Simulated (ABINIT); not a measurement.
# GaF (F-43m) in ABINIT: single point with LDA

Aim: the single point of GaF with LDA.

All numbers are computed with ABINIT 10.8.3 (patched build); they aren't measurements. Logs are shortened: lines on timing, memory, paths and dates and some standing lists are left out, and cuts for length are marked. The log counts tension as positive stress, the text compression.

**1. Starting point**

The structure is cubic, space group F-43m (No. 216). The conventional cell has a = 5.692 Å, b = 5.692 Å, c = 5.692 Å, α = 90.00°, β = 90.00°, γ = 90.00°. Ga (site symmetry -43m) is surrounded by 4 F at 2.46 Å. F (site symmetry -43m) has 4 Ga at 2.46 Å as nearest neighbours.

The cell was built by a generator and needn't be a form met in nature.

**2. Single point, LDA**

run.abi reads:

```
# Pseudopotentials
pp_dirpath "./"
pseudos "Ga.upf, F.upf"

# Structure
acell 4.0251912098 4.0251912098 4.0251912098 Angstrom
rprim
     0.0000000000     0.7071067812     0.7071067812
     0.7071067812     0.0000000000     0.7071067812
     0.7071067812     0.7071067812     0.0000000000
ntypat 2
znucl 31 9
natom 2
typat 1 2
xred
     0.2500000000     0.2500000000     0.2500000000
     0.0000000000     0.0000000000     0.0000000000

# Plane-wave basis
ecut 42.0

# k points
kptopt 1
ngkpt 6 6 6
nshiftk 1
shiftk 0.0 0.0 0.0

# Exchange and correlation
ixc 7

# Bands and occupations
nband 14
occopt 3
tsmear 0.00183747

# SCF cycle
nstep 100
tolvrs 1.0e-10

# Output
iomode 3
prtwf 0
prteig 0
prtebands 0
enunit 2
prtden 1
prtvha 1
prtvclmb 1
prtpot 1
prtelf 1
```

Potentials or basis: PseudoDojo NC SR LDA v0.4.1 standard.

The run is started by

```
$ abinit run.abi > log 2>&1
```

run.abo:

```text
.Version 10.8.3 of ABINIT
 Symmetries : space group F-4 3 m (#216); Bravais cF (face-center cubic)
================================================================================
 Values of the parameters that define the memory need of the present run
     intxc =       0    ionmov =       0      iscf =       7    lmnmax =       6
     lnmax =       6     mgfft =      48  mpssoang =       3    mqgrid =    3001
     natom =       2  nloc_mem =       1    nspden =       1   nspinor =       1
    nsppol =       1      nsym =      24    n1xccc =    2501    ntypat =       2
    occopt =       3   xclevel =       1
       mpw =        4056          nfft =      110592          nkpt =          16
================================================================================
================================================================================

--------------------------------------------------------------------------------
------------- Echo of variables that govern the present computation ------------
--------------------------------------------------------------------------------
 -outvars: echo values of preprocessed input variables --------
            acell      7.6065089909E+00  7.6065089909E+00  7.6065089909E+00 Bohr
              amu      6.97230000E+01  1.89984032E+01
             ecut      4.20000000E+01 Hartree
           enunit           2
              ixc           7
         kptrlatt        6    0    0      0    6    0      0    0    6
          kptrlen      4.56390539E+01
            natom           2
            nband          14
            ngfft          48      48      48
             nkpt          16
            nstep         100
             nsym          24
           ntypat           2
           occopt           3
        prtebands           0
           prteig           0
           prtelf           1
           prtpot           1
         prtvclmb           1
           prtvha           1
            prtwf           0
            rprim      0.0000000000E+00  7.0710678120E-01  7.0710678120E-01
                       7.0710678120E-01  0.0000000000E+00  7.0710678120E-01
                       7.0710678120E-01  7.0710678120E-01  0.0000000000E+00
          spgroup         216
           tolvrs      1.00000000E-10
           tsmear      1.83747000E-03 Hartree
            typat      1  2
           xangst      1.4231200000E+00  1.4231200000E+00  1.4231200000E+00
                       0.0000000000E+00  0.0000000000E+00  0.0000000000E+00
            xcart      2.6893070444E+00  2.6893070444E+00  2.6893070444E+00
                       0.0000000000E+00  0.0000000000E+00  0.0000000000E+00
             xred      2.5000000000E-01  2.5000000000E-01  2.5000000000E-01
                       0.0000000000E+00  0.0000000000E+00  0.0000000000E+00
            znucl       31.00000    9.00000

================================================================================

 chkinp: Checking input parameters for consistency.

================================================================================
== DATASET  1 ==================================================================

--- !DatasetInfo
iteration_state: {dtset: 1, }
dimensions: {natom: 2, nkpt: 16, mband: 14, nsppol: 1, nspinor: 1, nspden: 1, mpw: 4056, }
cutoff_energies: {ecut:  42.0, pawecutdg:  -1.0, }
electrons: {nelect:   2.00000000E+01, charge:   0.00000000E+00, occopt:   3.00000000E+00, tsmear:   1.83747000E-03, }
meta: {optdriver: 0, ionmov: 0, optcell: 0, iscf: 7, paral_kgb: 0, }
...

 Exchange-correlation functional for the present dataset will be:
  LDA: Perdew-Wang 92 LSD fit to Ceperley-Alder data - ixc=7
  J.P.Perdew and Y.Wang, PRB 45, 13244 (1992)

 Real(R)+Recip(G) space primitive vectors, cartesian coordinates (Bohr,Bohr^-1):
 R(1)=  0.0000000  5.3786141  5.3786141  G(1)= -0.0929607  0.0929608  0.0929608
 R(2)=  5.3786141  0.0000000  5.3786141  G(2)=  0.0929608 -0.0929607  0.0929608
 R(3)=  5.3786141  5.3786141  0.0000000  G(3)=  0.0929608  0.0929608 -0.0929607
 Unit cell volume ucvol=  3.1120112E+02 bohr^3
 Angles (23,13,12)=  6.00000000E+01  6.00000000E+01  6.00000000E+01 degrees

 getcut: wavevector=  0.0000  0.0000  0.0000  ngfft=  48  48  48
         ecut(hartree)=     42.000   => boxcut(ratio)=   2.16305

--- Pseudopotential description ------------------------------------------------
- pspini: atom type   1  psp file is ./Ga.upf
12 -1012 2 -1 1858                            pspcod,pspxc,lmax,lloc,mmax
     nproj     2     2     2

- pspini: atom type   2  psp file is ./F.upf
12 -1012 2 -1 824                             pspcod,pspxc,lmax,lloc,mmax
     nproj     2     2     1

   5.90592673E+02                                ecore*ucvol(ha*bohr**3)
--------------------------------------------------------------------------------

================================================================================

--- !BeginCycle
iteration_state: {dtset: 1, }
solver: {iscf: 7, nstep: 100, nline: 4, wfoptalg: 0, }
tolerances: {tolvrs: 1.00E-10, }
...

     iter   Etot(hartree)      deltaE(h)  residm     vres2
 ETOT  1  -99.624702444990    -9.962E+01 5.366E-01 1.372E+03
 ETOT  2  -100.52843031644    -9.037E-01 2.367E-02 2.656E+03
 ETOT  3  -100.91304096109    -3.846E-01 7.166E-03 1.946E+02
 ETOT  4  -100.93219399018    -1.915E-02 1.821E-03 8.956E+01
 ETOT  5  -100.94176865097    -9.575E-03 1.687E-03 1.495E+01
 ETOT  6  -100.94354912063    -1.780E-03 1.664E-03 3.021E+00
 ETOT  7  -100.94388972216    -3.406E-04 1.074E-03 1.519E-01
 ETOT  8  -100.94391104578    -2.132E-05 5.778E-04 2.054E-04
 ETOT  9  -100.94391105969    -1.392E-08 3.372E-04 9.014E-05
 ETOT 10  -100.94391107028    -1.059E-08 1.379E-04 5.859E-07
 ETOT 11  -100.94391107036    -8.134E-11 8.686E-05 1.859E-09
 ETOT 12  -100.94391107037    -4.775E-12 3.233E-05 4.484E-11

 At SCF step   12       vres2   =  4.48E-11 < tolvrs=  1.00E-10 =>converged.

 Compute ELF
--------------------------------------------------------------------------------

 Compute kinetic energy density

 Compute gradient of the electron density
 Electron Localization Function (ELF) [min:0;max:1]
)     Maximum=    8.5305E-01  at reduced coord.    0.0625    0.0833    0.8542
)     Minimum=    0.0000E+00  at reduced coord.    0.2500    0.2500    0.2500
   Integrated=    6.1151E+01

--------------------------------------------------------------------------------
 End of ELF section

 Cartesian components of stress tensor (hartree/bohr^3)
  sigma(1 1)=  1.29444527E-04  sigma(3 2)=  0.00000000E+00
  sigma(2 2)=  1.29444527E-04  sigma(3 1)=  0.00000000E+00
  sigma(3 3)=  1.29444527E-04  sigma(2 1)=  0.00000000E+00

--- !ResultsGS
iteration_state: {dtset: 1, }
comment   : Summary of ground state results
lattice_vectors:
- [  0.0000000,   5.3786141,   5.3786141, ]
- [  5.3786141,   0.0000000,   5.3786141, ]
- [  5.3786141,   5.3786141,   0.0000000, ]
lattice_lengths: [   7.60651,    7.60651,    7.60651, ]
lattice_angles: [ 60.000,  60.000,  60.000, ] # degrees, (23, 13, 12)
lattice_volume:   3.1120112E+02
convergence: {deltae: -4.775E-12, res2:  4.484E-11, residm:  3.233E-05, diffor: null, }
etotal    :  -1.00943911E+02
entropy   :   0.00000000E+00
fermie    :   2.88581544E-02
cartesian_stress_tensor: # hartree/bohr^3
- [  1.29444527E-04,   0.00000000E+00,   0.00000000E+00, ]
- [  0.00000000E+00,   1.29444527E-04,   0.00000000E+00, ]
- [  0.00000000E+00,   0.00000000E+00,   1.29444527E-04, ]
pressure_GPa:  -3.8084E+00
xred      :
- [  2.5000E-01,   2.5000E-01,   2.5000E-01, Ga]
- [  0.0000E+00,   0.0000E+00,   0.0000E+00,  F]
cartesian_forces: # hartree/bohr
- [ -9.77774686E-31,  -6.84442280E-31,   7.82219749E-31, ]
- [  9.77774686E-31,   6.84442280E-31,  -7.82219749E-31, ]
force_length_stats: {min:   1.42701517E-30, max:   1.42701517E-30, mean:   1.42701517E-30, }
...

 Integrated electronic density in atomic spheres:
 ------------------------------------------------
 Atom  Sphere_radius  Integrated_density
    1        2.00000         10.73334134
    2        2.00000          6.93431918
================================================================================

 ----iterations are completed or convergence reached----

 Mean square residual over all n,k,spin=   14.435E-08; max=  32.334E-06
 reduced coordinates (array xred) for    2 atoms
       0.250000000000      0.250000000000      0.250000000000
       0.000000000000      0.000000000000      0.000000000000
 rms dE/dt=  6.6245E-30; max dE/dt=  1.4725E-29; dE/dt below (all hartree)
    1       0.000000000000      0.000000000000      0.000000000000
    2       0.000000000000      0.000000000000     -0.000000000000

 cartesian coordinates (angstrom) at end:
    1      1.42312000003811     1.42312000003811     1.42312000003811
    2      0.00000000000000     0.00000000000000     0.00000000000000

 cartesian forces (hartree/bohr) at end:
    1     -0.00000000000000    -0.00000000000000     0.00000000000000
    2      0.00000000000000     0.00000000000000    -0.00000000000000
 frms,max,avg= 8.2388759E-31 9.7777469E-31   0.000E+00  0.000E+00  0.000E+00 h/b

 cartesian forces (eV/Angstrom) at end:
    1     -0.00000000000000    -0.00000000000000     0.00000000000000
    2      0.00000000000000     0.00000000000000    -0.00000000000000
 frms,max,avg= 4.2366004E-29 5.0279196E-29   0.000E+00  0.000E+00  0.000E+00 e/A
 length scales=  7.606508990933  7.606508990933  7.606508990933 bohr
              =  4.025191209800  4.025191209800  4.025191209800 angstroms
 Fermi (or HOMO) energy (hartree) =   0.02886   Average Vxc (hartree)=  -0.31564
 Eigenvalues (hartree) for nkpt=  16  k points:
 kpt#   1, nband= 14, wtk=  0.00463, kpt=  0.0000  0.0000  0.0000 (reduced coord)
  -0.79661   -0.50737   -0.50737   -0.50737   -0.50653   -0.50653   -0.15881   -0.13194
  -0.13194   -0.13194    0.22557    0.22557    0.22557    0.34358
      occupation numbers for kpt#   1
   2.00000    2.00000    2.00000    2.00000    2.00000    2.00000    2.00000    2.00000
   2.00000    2.00000    0.00000    0.00000    0.00000    0.00000
 prteigrs : prtvol=0 or 1, do not print more k-points.

 Fermi (or HOMO) energy (eV) =   0.78527   Average Vxc (eV)=  -8.58909
 Eigenvalues (   eV  ) for nkpt=  16  k points:
 kpt#   1, nband= 14, wtk=  0.00463, kpt=  0.0000  0.0000  0.0000 (reduced coord)
 -21.67694  -13.80631  -13.80631  -13.80631  -13.78351  -13.78351   -4.32143   -3.59032
  -3.59032   -3.59032    6.13814    6.13814    6.13814    9.34926
 prteigrs : prtvol=0 or 1, do not print more k-points.

--- !EnergyTerms
iteration_state     : {dtset: 1, }
comment             : Components of total free energy in Hartree
kinetic             :  7.84953468522243E+01
hartree             :  3.54292832891101E+01
xc                  : -2.58512248094921E+01
Ewald energy        : -5.32410514958783E+01
psp_core            :  1.89778453601636E+00
local_psp           : -9.69509331098913E+01
non_local_psp       : -4.07231163324544E+01
internal            : -1.00943911070365E+02
'-kT*entropy'       : -1.33237704942983E-12
total_energy        : -1.00943911070367E+02
total_energy_eV     : -2.74682375331571E+03
band_energy         : -7.70873422387527E+00
...

 Cartesian components of stress tensor (hartree/bohr^3)
  sigma(1 1)=  1.29444527E-04  sigma(3 2)=  0.00000000E+00
  sigma(2 2)=  1.29444527E-04  sigma(3 1)=  0.00000000E+00
  sigma(3 3)=  1.29444527E-04  sigma(2 1)=  0.00000000E+00

-Cartesian components of stress tensor (GPa)         [Pressure= -3.8084E+00 GPa]
- sigma(1 1)=  3.80838946E+00  sigma(3 2)=  0.00000000E+00
- sigma(2 2)=  3.80838946E+00  sigma(3 1)=  0.00000000E+00
- sigma(3 3)=  3.80838946E+00  sigma(2 1)=  0.00000000E+00

== END DATASET(S) ==============================================================
================================================================================

 -outvars: echo values of variables after computation  --------
            acell      7.6065089909E+00  7.6065089909E+00  7.6065089909E+00 Bohr
           etotal     -1.0094391107E+02
            fcart     -9.7777468595E-31 -6.8444228017E-31  7.8221974876E-31
                       9.7777468595E-31  6.8444228017E-31 -7.8221974876E-31
            rprim      0.0000000000E+00  7.0710678120E-01  7.0710678120E-01
                       7.0710678120E-01  0.0000000000E+00  7.0710678120E-01
                       7.0710678120E-01  7.0710678120E-01  0.0000000000E+00
           strten      1.2944452686E-04  1.2944452686E-04  1.2944452686E-04
                       0.0000000000E+00  0.0000000000E+00  0.0000000000E+00
           xangst      1.4231200000E+00  1.4231200000E+00  1.4231200000E+00
                       0.0000000000E+00  0.0000000000E+00  0.0000000000E+00
             xred      2.5000000000E-01  2.5000000000E-01  2.5000000000E-01
                       0.0000000000E+00  0.0000000000E+00  0.0000000000E+00
 Calculation completed.
```

It took 23 s on 1 thread of Intel Xeon 6975P-C (Granite Rapids), shared host; peak memory 0.09 GiB.

Results:

| Property | Result |
| --- | --- |
| Free energy | -2746.8238 eV |
| Pressure | -3.8 GPa |
| Band gap on the k mesh | 2.21 eV, indirect (least direct gap 2.22 eV) |
| Valence electrons inside the program's atomic spheres | Ga 10.73; F 6.93 |

A k mesh can miss the band edges.
